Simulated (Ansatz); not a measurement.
# SiH₃F₃ (built from SMILES F[SiH](F)F.[H][H]): search for a transition state

Wanted: the transition state of a four-centre ligand exchange (form Si1–H7, F2–H6 and break Si1–F2, H6–H7). The guess is relaxed with those distances held, a saddle search follows, and vibrations and two downhill relaxations check it.

Computed with Ansatz 0.2.0, Gaussian basis. Level: PBE0-D4, def2-SVP first, then def2-TZVP.

129 further runs of the same task are left out: 1 that didn't finish, 128 set aside as unsound or not needed.

### 1 The starting structure

The guess: 7 atoms, charge 0, spin multiplicity 1.

Atoms are counted from 1 here; the program's logs count them from 0.

Bond lengths: Si1–F3 1.603 Å, Si1–F4 1.579 Å, Si1–H5 1.427 Å. Angles: F3–Si1–F4 101.0°, F3–Si1–H5 104.3°, F4–Si1–H5 120.4°.

As a file:

```xyz
7

Si   -0.18150    0.40500   -0.28650
F     1.40170   -0.31560    0.70010
F    -1.55350    0.34420   -1.11390
F    -0.67240    1.05950    1.06450
H     0.71680    1.10660   -1.14500
H     0.57960   -1.19590    0.59310
H    -0.29070   -1.40380    0.18770
```

Distances that are to change: Si1–H7 1.87 Å, F2–H6 1.21 Å, Si1–F2 2.00 Å, H6–H7 0.98 Å.

### 2 Constrained relaxation of the guess

File hold/in.yaml:

```yaml
crystal:
  periodic: [false, false, false]
  atoms:
    - {symbol: Si, position_ang: [-0.181500, 0.405000, -0.286500]}
    - {symbol: F, position_ang: [1.401700, -0.315600, 0.700100]}
    - {symbol: F, position_ang: [-1.553500, 0.344200, -1.113900]}
    - {symbol: F, position_ang: [-0.672400, 1.059500, 1.064500]}
    - {symbol: H, position_ang: [0.716800, 1.106600, -1.145000]}
    - {symbol: H, position_ang: [0.579600, -1.195900, 0.593100]}
    - {symbol: H, position_ang: [-0.290700, -1.403800, 0.187700]}
basis:
  gaussian: {orbitals: def2-SVP}
hamiltonian: {xc: pbe0, dispersion: d4}
relax: {f_tol: 0.08, max_steps: 120, escape_saddle: false, constraints: [{distance: [0, 6]}, {distance: [1, 5]}, {distance: [0, 1]}, {distance: [5, 6]}]}
```

Command:

```bash
$ ansatz run in.yaml --threads 2 --pin off --events-out ev --progress --plain --max-ram 4352MiB
```

The runs that follow: Force constants to start from; Saddle search in the small basis; Saddle search in triple zeta; Checking the order of the point; Relaxing after a step of 0.30 Å one way along the mode; Relaxing after a step of 0.30 Å the other way along the mode.

Before running it: what results should come out? Wanted: imaginary mode; barrier from the start side; barrier from the end side; energy of the step; pairs that change; zero-point energy at the saddle.

As calculated:

| quantity | value |
| --- | --- |
| imaginary mode | 1034i cm⁻¹ |
| barrier from the start side | 2.509 eV |
| barrier from the end side | 1.237 eV |
| energy of the step | +1.272 eV |
| pairs that change | Si1–H7 formed, F2–H6 formed, Si1–F2 broken, H6–H7 broken |
| zero-point energy at the saddle | 0.884 eV |

The point has a single imaginary mode (1034i cm⁻¹), as a transition state must. The two relaxations end on the structures that were planned. At PBE0-D4/def2-TZVP the electronic barrier is 2.509 eV, about 98 kT at 298 K, and the step runs 1.272 eV uphill. With so stiff a mode tunnelling counts: Wigner's rough correction is a factor of 2.0 at 298 K. A step off the saddle overshot and began above it in energy, so the link to its end is likely but not proven. The ends are the nearest minima, not always the lowest complexes.
